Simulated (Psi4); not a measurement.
**A workflow on CH3F2Si (SMILES C[Si](F)F)**

Aim: a structure relaxation (UTPSSh-D3(BJ)/def2-SVP), then vibrational wavenumbers of CH3F2Si. 

The results are computed with Psi4 1.11.

### Step 1. Starting point

CH3F2Si has 7 atoms, charge 0, and is taken as a doublet. As SMILES, `C[Si](F)F`. The shape is that of a PBE0-D4/def2-TZVP optimisation. The run starts from this shape.

Bond lengths: C1–Si2 1.860 Å, Si2–F3 1.598 Å, Si2–F4 1.598 Å, C1–H5 1.091 Å, C1–H6 1.091 Å, C1–H7 1.094 Å. Angles: C1–Si2–F3 108.7°, C1–Si2–F4 108.7°, F3–Si2–F4 106.1°, Si2–C1–H5 110.5°, Si2–C1–H6 110.5°, Si2–C1–H7 108.7°, H5–C1–H6 109.0°, H5–C1–H7 109.0°, H6–C1–H7 109.0°.

### Step 2. A structure relaxation at UTPSSh-D3(BJ)/def2-SVP (density fitting) (run 1)

File run.py:

```python
import psi4

psi4.set_memory('1600 MB')
psi4.set_num_threads(1)
psi4.core.set_output_file('run.log', False)

molecule = psi4.geometry("""
0 2
C     -0.274200     0.729000    -0.218000
Si     0.785100    -0.790400    -0.045500
F      1.077400    -1.037600     1.505800
F     -0.050900    -2.056800    -0.546000
H     -0.539200     0.893800    -1.263500
H      0.252700     1.607700     0.157300
H     -1.189800     0.586300     0.364200
units angstrom
""")

psi4.set_options({
    'basis': 'def2-SVP',
    'reference': 'uks',
    'geom_maxiter': 60,
})

E, wfn = psi4.optimize("tpssh-d3(bj)", return_wfn=True)
print(f'tpssh-d3(bj) energy: {E:.10f} Eh')
print(molecule.to_string(dtype='xyz', units='Angstrom'))
```

Started as:

```
$ python run.py
```

run.log:

```text
[...]
  Running in c1 symmetry.
[...]
  Nuclear repulsion =  171.902832672128625
[...]
  Multiplicity = 2
[...]
  Nalpha       = 21
  Nbeta        = 20
[...]
    Number of basis functions: 75
[...]
   @DF-UKS iter   1:  -528.62711346730009   -2.64157e-01   1.03407e-02 DIIS/ADIIS
[...]
   @DF-UKS iter   7:  -528.90385017630274   -4.54747e-13   6.07111e-09 DIIS
[...]
   @S^2 Observed:                7.516620463E-01
[...]
    Orbital Energies [Eh]
    ---------------------
    Alpha Occupied:
       1A    -66.054318     2A    -24.597405     3A    -24.597323
       4A    -10.142034     5A     -5.286960     6A     -3.639895
       7A     -3.639876     8A     -3.636428     9A     -1.141342
      10A     -1.124201    11A     -0.698351    12A     -0.523342
      13A     -0.458611    14A     -0.434008    15A     -0.427447
      16A     -0.413501    17A     -0.403378    18A     -0.391058
      19A     -0.378067    20A     -0.357232    21A     -0.218705
    Alpha Virtual:
      22A      0.030934    23A      0.046892    24A      0.057908
      25A      0.112237    26A      0.117676    27A      0.150166
[...]
  @DF-UKS Final Energy:  -528.90385017630274
   => Energetics <=
    Nuclear Repulsion Energy =            169.1219780261184837
    One-Electron Energy =               -1069.3475408920778591
    Two-Electron Energy =                 415.1113895681211261
    DFT Exchange-Correlation Energy =     -43.7849373584708985
    Empirical Dispersion Energy =          -0.0047395199937190
    VV10 Nonlocal Energy =                  0.0000000000000000
    Total Energy =                       -528.9038501763027398
[...]
 Multipole Moments:
 ------------------------------------------------------------------------------------
     Multipole            Electronic (a.u.)      Nuclear  (a.u.)        Total (a.u.)
 ------------------------------------------------------------------------------------
 L = 1.  Multiply by 2.5417464519 to convert [e a0] to [Debye]
 Dipole X            :          2.7254595           -2.7850685           -0.0596090
 Dipole Y            :         -5.8995688            6.6775006            0.7779318
 Dipole Z            :          1.4335127           -1.7880974           -0.3545848
 Magnitude           :                                                    0.8570073
[...]
  -Total Gradient:
     Atom            X                  Y                   Z
    ------   -----------------  -----------------  -----------------
       1       -0.000031755151     0.000009682758     0.000015206149
       2       -0.000012848271     0.000119213306    -0.000050185341
       3        0.000025205639     0.000069682079    -0.000038469055
       4        0.000018199565     0.000063865979    -0.000053763985
       5       -0.000025866008     0.000072017750    -0.000025044282
       6       -0.000026849146     0.000077385150    -0.000024562025
       7       -0.000014715680     0.000083646472    -0.000030144077
[...]
    Final optimized geometry and variables:
    Molecular point group: c1
    Full point group: C1
    Geometry (in Angstrom), charge = 0, multiplicity = 2:
    C           -0.732783105049     1.598378643765    -0.391446016235
    SI           0.342269243993     0.066007927624    -0.221979528441
    F            0.631861192751    -0.185030180254     1.363532800463
    F           -0.520937770065    -1.224301721925    -0.722697785197
    H           -1.004252882922     1.769685516850    -1.444243258748
    H           -0.208265741806     2.487212944715    -0.008997558000
    H           -1.654657765652     1.446286929590     0.195894763526
[...]
```

Standard output:

```text
Some dependencies such as QCElemental have not yet finished migration to pydantic v2. If issues are encountered please downgrade pydantic or upgrade QCElemental as appropriate
	Previous geometry is closer to target in internal coordinates, so using that one.

	Best geometry has RMS(Delta(q)) = 1.28e-07

Optimizer: Optimization complete!
tpssh-d3(bj) energy: -528.9038501763 Eh
7
0 2 CF2H3Si
C                    -0.732783105049     1.598378643765    -0.391446016235
Si                    0.342269243993     0.066007927624    -0.221979528441
F                     0.631861192751    -0.185030180254     1.363532800463
F                    -0.520937770065    -1.224301721925    -0.722697785197
H                    -1.004252882922     1.769685516850    -1.444243258748
H                    -0.208265741806     2.487212944715    -0.008997558000
H                    -1.654657765652     1.446286929590     0.195894763526
```

Run time: 95 s. Hardware: 1 thread of Intel Xeon Platinum 8375C at 2.90GHz (Ice Lake), shared host; peak memory 0.92 GiB.

The path in brief:

```
step  energy from the first frame kept (eV)  largest force (eV/Å)
   0                                 0.0000                1.2970
   1                                -0.0437                0.3922
   2                                -0.0468                0.0368
   3                                -0.0468                0.0077
   4                                -0.0468                0.0067
```

After the run. Bond lengths: C1–Si2 1.880 Å, Si2–F3 1.631 Å, Si2–F4 1.631 Å, C1–H5 1.101 Å, C1–H6 1.101 Å, C1–H7 1.104 Å. Angles: C1–Si2–F3 108.3°, C1–Si2–F4 108.3°, F3–Si2–F4 105.7°, Si2–C1–H5 110.7°, Si2–C1–H6 110.8°, Si2–C1–H7 108.5°, H5–C1–H6 108.9°, H5–C1–H7 108.9°, H6–C1–H7 108.9°.

### Step 3. The harmonic vibrations at UTPSSh-D3(BJ)/def2-SVP (density fitting) (run 2)

File input.dat:

```
memory 1600 mb

molecule {
  0 2
  C
  Si 1 1.879526
  F 2 1.631175 1 108.34041
  F 2 1.631178 3 105.69912 1 -115.93857
  H 1 1.100647 2 110.74538 3 -176.52877
  H 1 1.100642 5 108.91844 2 122.0414
  H 1 1.103609 6 108.93194 5 -118.69767
}

set basis def2-SVP
set reference uks
set t 500.0
set rotational_symmetry_number 1

e_tot, wfn = frequencies("tpssh-d3bj2b", return_wfn=True)
```

Started as:

```
$ psi4 -i input.dat -o output.dat -n 1
```

output.dat:

```text
[...]
  Running in c1 symmetry.
[...]
  Nuclear repulsion =  169.122004506311242
[...]
  Multiplicity = 2
[...]
  Nalpha       = 21
  Nbeta        = 20
[...]
    Number of basis functions: 75
[...]
   @DF-UKS iter   1:  -528.63225448211426   -3.43066e-01   1.02552e-02 ADIIS/DIIS
[...]
   @DF-UKS iter  13:  -528.90384938190232   -5.68434e-12   7.69098e-09 DIIS
[...]
   @S^2 Observed:                7.516619406E-01
[...]
    Orbital Energies [Eh]
    ---------------------
    Alpha Occupied:
       1A    -66.054319     2A    -24.597399     3A    -24.597312
       4A    -10.142011     5A     -5.286961     6A     -3.639895
       7A     -3.639877     8A     -3.636430     9A     -1.141335
      10A     -1.124193    11A     -0.698338    12A     -0.523338
      13A     -0.458614    14A     -0.433942    15A     -0.427443
      16A     -0.413600    17A     -0.403307    18A     -0.391067
      19A     -0.378073    20A     -0.357176    21A     -0.218754
    Alpha Virtual:
      22A      0.030956    23A      0.046798    24A      0.057973
      25A      0.112330    26A      0.117628    27A      0.150189
[...]
  @DF-UKS Final Energy:  -528.90384938190232
   => Energetics <=
    Nuclear Repulsion Energy =            169.1217140317875192
    One-Electron Energy =               -1069.3472391540481112
    Two-Electron Energy =                 415.1113815445947921
    DFT Exchange-Correlation Energy =     -43.7849663074153383
    Empirical Dispersion Energy =          -0.0047394968211752
    VV10 Nonlocal Energy =                  0.0000000000000000
    Total Energy =                       -528.9038493819023188
[...]
 Multipole Moments:
 ------------------------------------------------------------------------------------
     Multipole            Electronic (a.u.)      Nuclear  (a.u.)        Total (a.u.)
 ------------------------------------------------------------------------------------
 L = 1.  Multiply by 2.5417464519 to convert [e a0] to [Debye]
 Dipole X            :          1.2056380           -1.6208966           -0.4152586
 Dipole Y            :         -0.7800528            1.0483573            0.2683045
 Dipole Z            :          6.4984339           -7.1983701           -0.6999362
 Magnitude           :                                                    0.8569351
[...]
  -Total Gradient:
     Atom            X                  Y                   Z
    ------   -----------------  -----------------  -----------------
       1       -0.000596535065    -0.000000292189    -0.000060770454
       2       -0.000191891316     0.000052613069    -0.000069854393
       3       -0.000048956879     0.000027218153    -0.000055138606
       4       -0.000045977755     0.000036371669    -0.000078574298
       5        0.000058025233     0.000013095383    -0.000072590644
       6        0.000326946861     0.000152329439     0.000170406650
       7        0.000259591728    -0.000130498027    -0.000295305546
[...]
  ==> Harmonic Vibrational Analysis <==
[...]
  Freq [cm^-1]                 124.5382            200.2098            261.7678
[...]
  IR activ [km/mol]             0.0855              0.3025             16.1907
[...]
  Freq [cm^-1]                 309.1850            655.4916            769.0222
[...]
  IR activ [km/mol]            17.5615              9.5022              0.0802
[...]
  Freq [cm^-1]                 772.3334            866.9205            927.4408
[...]
  IR activ [km/mol]            63.7115             122.1747            146.8476
[...]
  Freq [cm^-1]                1258.5081           1434.3838           1445.4460
[...]
  IR activ [km/mol]             9.7345              6.7194              4.7564
[...]
  Freq [cm^-1]                3031.1483           3132.9897           3150.5141
[...]
  IR activ [km/mol]             1.0642              1.4605              1.6390
[...]
  Total E_0, Enthalpy at 0 [K]                                                         -528.86206881 [Eh]
[...]
  Total H, Enthalpy at  500.00 [K]                                                     -528.84876765 [Eh]
[...]
  Total G, Gibbs energy at  500.00 [K]                                                 -528.91733399 [Eh]
[...]
```

On the terminal:

```text
Warning: used thermodynamics relations inappropriate for low-frequency modes: ['124.5382' '200.2098' '261.7678' '309.1850']
```

Wall time 15 min (1 thread of Intel Xeon Platinum 8375C at 2.90GHz (Ice Lake), shared host); peak memory 0.92 GiB.

### Step 4. What came out

| quantity | value |
| --- | --- |
| run 1, UTPSSh-D3(BJ)/def2-SVP: total energy at the end | -528.90385 Eh |
| run 1, UTPSSh-D3(BJ)/def2-SVP: dipole moment | 2.18 D |
| run 1, UTPSSh-D3(BJ)/def2-SVP: HOMO energy (highest over α and β) | -5.95 eV |
| run 1, UTPSSh-D3(BJ)/def2-SVP: LUMO energy (lowest over α and β) | -3.08 eV |
| run 1, UTPSSh-D3(BJ)/def2-SVP: dispersion energy | -12.44 kJ/mol |
| run 1, UTPSSh-D3(BJ)/def2-SVP: ⟨S²⟩ | 0.752 |
| run 2, UTPSSh-D3(BJ)/def2-SVP: lowest harmonic wavenumber | 125 cm⁻¹ |
| run 2, UTPSSh-D3(BJ)/def2-SVP: highest harmonic wavenumber | 3151 cm⁻¹ |
| run 2, UTPSSh-D3(BJ)/def2-SVP: zero-point energy | 109.7 kJ/mol |
| run 2, UTPSSh-D3(BJ)/def2-SVP: ideal-gas entropy at 500 K (symmetry number 1 as used) | 86.1 cal/(mol K) |

**Reading.** The optimisation (run 1, UTPSSh-D3(BJ)/def2-SVP) took 5 steps and changed the energy by -0.047 eV. All 15 modes (run 2, UTPSSh-D3(BJ)/def2-SVP) are real, so the shape is a minimum at this level.
